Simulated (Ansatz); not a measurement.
Run this with the Ansatz DFT code, driven from Python and show what comes out.

`alb2h6n_scan.py`
```python
"""Potential curve of AlB2H6N along one bond."""

import warnings

import ansatz as az
from ase import Atoms
import numpy as np

BASIS = "def2-SVP"
FUNCTIONAL = "PBE"

warnings.simplefilter("ignore", az.DeckWarning)

atoms = Atoms(["B", "B", "Al", "N", "H", "H", "H", "H", "H", "H"], positions=[
    (-0.2514, 1.0036, -1.5116),
    (-0.4263, -0.5576, -1.1269),
    (0.0157, -1.1839, 0.7686),
    (0.6995, 0.097, 2.0825),
    (-0.5679, 1.3997, -2.6334),
    (0.0567, 1.8506, -0.7184),
    (-0.7528, -1.3359, -1.9306),
    (-0.0304, -2.7133, 1.1613),
    (-0.1252, 0.8216, 2.2009),
    (1.4652, 0.5672, 1.7105),
])
geometry = az.Crystal.molecule_from_ase(atoms)

symbols = [site.symbol for site in geometry.cartesian_sites]
start = np.array([site.position_ang for site in geometry.cartesian_sites])
axis = (start[2] - start[1]) / np.linalg.norm(start[2] - start[1])
moving = [2, 3, 7, 8, 9]
lengths, energies = [1.799, 1.881, 1.963, 2.045, 2.126, 2.208, 2.29, 2.413], []
for length in lengths:
    xyz = start.copy()
    xyz[moving] += (length - np.linalg.norm(start[2] - start[1])) * axis
    point = az.Crystal.molecule()
    for symbol, place in zip(symbols, xyz):
        point = point.atom(symbol, place.tolist())
    job = (
        point.calculation()
        .basis(gaussian=BASIS)
        .functional(FUNCTIONAL)
    )
    report = job.run(threads=1, pin="off").report
    energies.append(report["free_energy_ev"])
    print(f"r = {length:6.3f} A  E = {energies[-1]:.5f} eV  <S^2> = {abs(report['mean_field']['state']['spin_squared']):.3f}")

# quartic fit about the minimum
fit = np.polynomial.Polynomial.fit(lengths, np.array(energies) - min(energies), 4).convert()
roots = [r.real for r in fit.deriv().roots() if abs(r.imag) < 1e-9 and fit.deriv(2)(r.real) > 0]
r_e = min(roots, key=lambda r: abs(r - lengths[int(np.argmin(energies))]))
print(f"minimum of the fit at {r_e:.4f} A, force constant {fit.deriv(2)(r_e):.2f} eV/A^2")
```

```console
$ python alb2h6n_scan.py
r =  1.799 A  E = -9520.14496 eV  <S^2> = 0.000
r =  1.881 A  E = -9520.61926 eV  <S^2> = 0.000
r =  1.963 A  E = -9520.92948 eV  <S^2> = 0.000
r =  2.045 A  E = -9521.11469 eV  <S^2> = 0.000
r =  2.126 A  E = -9521.20486 eV  <S^2> = 0.000
r =  2.208 A  E = -9521.22563 eV  <S^2> = 0.000
r =  2.290 A  E = -9521.19357 eV  <S^2> = 0.000
r =  2.413 A  E = -9521.07586 eV  <S^2> = 0.000
minimum of the fit at 2.1956 A, force constant 8.00 eV/A^2
```

What to keep in mind:
- Total energies depend on the basis set; only differences at equal settings carry meaning.
- The rest of the molecule is held rigid at a force-field or estimated start geometry, and the basis set is modest; single-reference methods fail as a bond breaks.
- The orbitals are restricted, so S² is zero by construction.
- Run time: 30 s on 1 thread of Intel(R) Xeon(R) Platinum 8488C (Sapphire Rapids) (shared host), peak memory 0.24 GiB.
